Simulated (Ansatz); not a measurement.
# CH7OSbSi, SMILES C[SiH2][SbH][OH]: a single point in a Gaussian basis

With Ansatz 0.2.0, Python API.

Run as a notebook:

**Cell 1**
```python
from pathlib import Path
import json

import ansatz as az
import numpy as np
import pandas as pd
```

**Cell 2**
```python
molecule = (
    az.Crystal.molecule()
    .atom("C", (-0.5526, 1.2616, -0.2225))
    .atom("Si", (-0.2386, 0.0321, 1.0807))
    .atom("Sb", (1.4135, -1.6176, 0.182))
    .atom("O", (0.497, -1.8089, -1.5432))
    .atom("H", (0.339, 1.8214, -0.5313))
    .atom("H", (-1.3331, 2.0585, 0.1553))
    .atom("H", (-0.9971, 0.8046, -1.1235))
    .atom("H", (-1.4359, -0.6524, 1.4338))
    .atom("H", (0.3188, 0.7216, 2.3116))
    .atom("H", (2.4387, -0.3231, -0.4455))
    .atom("H", (-0.3843, -2.3546, -1.2768))
)
```

**Cell 3**
```python
model = molecule.calculation().basis(gaussian="def2-SVP").functional("cam_b3lyp").forces().orbitals()
outcome = model.run(runs_dir="out")
data = outcome.report
```

**Cell 4**
```python
sorted(key for key in data if key.endswith("_ev"))
```
Output:
```text
['free_energy_ev', 'reference_energy_ev']
```

**Cell 5**
```python
print(f"E = {data['free_energy_ev']:.6f} eV = {data['free_energy_ev'] / 27.211386246:.7f} Ha")
print("converged:", data["converged"], " doubts:", data["published_state_doubts"] or "none")
```
Output:
```text
E = -17606.247404 eV = -647.0176581 Ha
converged: True  doubts: none
```

**Cell 6**
```python
symbols = [site.symbol for site in molecule.cartesian_sites]
print("forces (eV/A)")
for symbol, f in zip(symbols, data["forces_ev_ang"]):
    print(f"  {symbol:2s} {f[0]:9.4f} {f[1]:9.4f} {f[2]:9.4f}")
```
Output:
```text
forces (eV/A)
  C    -2.0593    2.3084   -0.3029
  Si    1.1791    0.9194    0.8642
  Sb    2.0035   -0.1534    0.6576
  O    -3.9615   -2.0468    0.1293
  H     0.1177   -0.0554    0.0359
  H     1.3102   -1.3200   -0.6470
  H     0.1693   -0.0394    0.0874
  H    -1.1989   -0.7015    0.3885
  H    -0.1586   -0.2792   -0.2378
  H    -0.3943   -0.4546    0.3352
  H     2.9930    1.8225   -1.3103
```

**Cell 7**
```python
charges = data["charge_distribution"]
table = pd.DataFrame({"atom": symbols, "mulliken": charges["mulliken_charges_e"], "lowdin": charges["lowdin_charges_e"]})
print(table.round(3).to_string())
print("dipole (e A):", np.round(charges["dipole_moment_e_ang"], 4) + 0.0)
```
Output:
```text
   atom  mulliken  lowdin
0     C    -0.251  -0.125
1    Si     0.257   0.172
2    Sb     0.408   0.248
3     O    -0.518  -0.176
4     H     0.059   0.016
5     H     0.058   0.038
6     H     0.060   0.017
7     H    -0.090  -0.082
8     H    -0.088  -0.076
9     H    -0.099  -0.082
10    H     0.205   0.052
dipole (e A): [-0.2272 -0.0107  0.2599]
```

**Cell 8**
```python
lines = Path(data["orbitals_path"]).read_text().splitlines()
field_of = lambda key: [line.split("=")[1].strip() for line in lines if line.startswith(key)]
orbitals = [(27.211386 * float(e), s, float(n)) for e, s, n in zip(field_of("Ene="), field_of("Spin="), field_of("Occup="))]
homo = max(e for e, _, n in orbitals if n > 0.5)
lumo = min(e for e, _, n in orbitals if n < 0.5)
for e, spin, n in sorted(orbitals):
    if homo - 6 < e < lumo + 5:
        print(f"{spin:6s} {e:10.3f} eV  occupation {n:.0f}")
with open("ch7osbsi.json", "w") as handle:
    json.dump({k: data[k] for k in ("free_energy_ev", "reference_energy_ev", "n_occupied", "n_virtual")}, handle, indent=1)
```
Output:
```text
Alpha     -13.493 eV  occupation 2
Alpha     -13.118 eV  occupation 2
Alpha     -12.557 eV  occupation 2
Alpha     -11.453 eV  occupation 2
Alpha     -11.025 eV  occupation 2
Alpha     -10.810 eV  occupation 2
Alpha     -10.426 eV  occupation 2
Alpha      -9.442 eV  occupation 2
Alpha      -7.570 eV  occupation 2
Alpha       0.005 eV  occupation 0
Alpha       1.270 eV  occupation 0
Alpha       2.002 eV  occupation 0
Alpha       2.610 eV  occupation 0
Alpha       3.024 eV  occupation 0
Alpha       3.287 eV  occupation 0
Alpha       3.777 eV  occupation 0
Alpha       4.185 eV  occupation 0
Alpha       4.955 eV  occupation 0
```

`ch7osbsi.json`, as written:
```json
{
 "free_energy_ev": -17606.247403632377,
 "reference_energy_ev": -17606.247403632377,
 "n_occupied": [
  29,
  29
 ],
 "n_virtual": [
  78,
  78
 ]
}
```

Reading the output:
- Total energies depend on the basis set; only differences at equal settings carry meaning.
- The geometry is a force-field or estimated start, not a minimum of this method, and the basis set is short of its limit.
- def2 sets replace the cores of elements past krypton by effective core potentials.
- The Löwdin charges here are taken after orthogonalising the functions within each atom; they differ from plain Löwdin charges, and their signs can be unphysical.
- Alpha marks a spatial orbital of a restricted run, filled by both spins.
- Levels such as HOMO and LUMO are orbital energies: with these approximate functionals they aren't the ionisation energy and electron affinity, and their gap isn't the fundamental gap.
- The whole script took 9.4 s on 1 thread of Arm Neoverse V1 (shared host), peak memory 0.38 GiB.
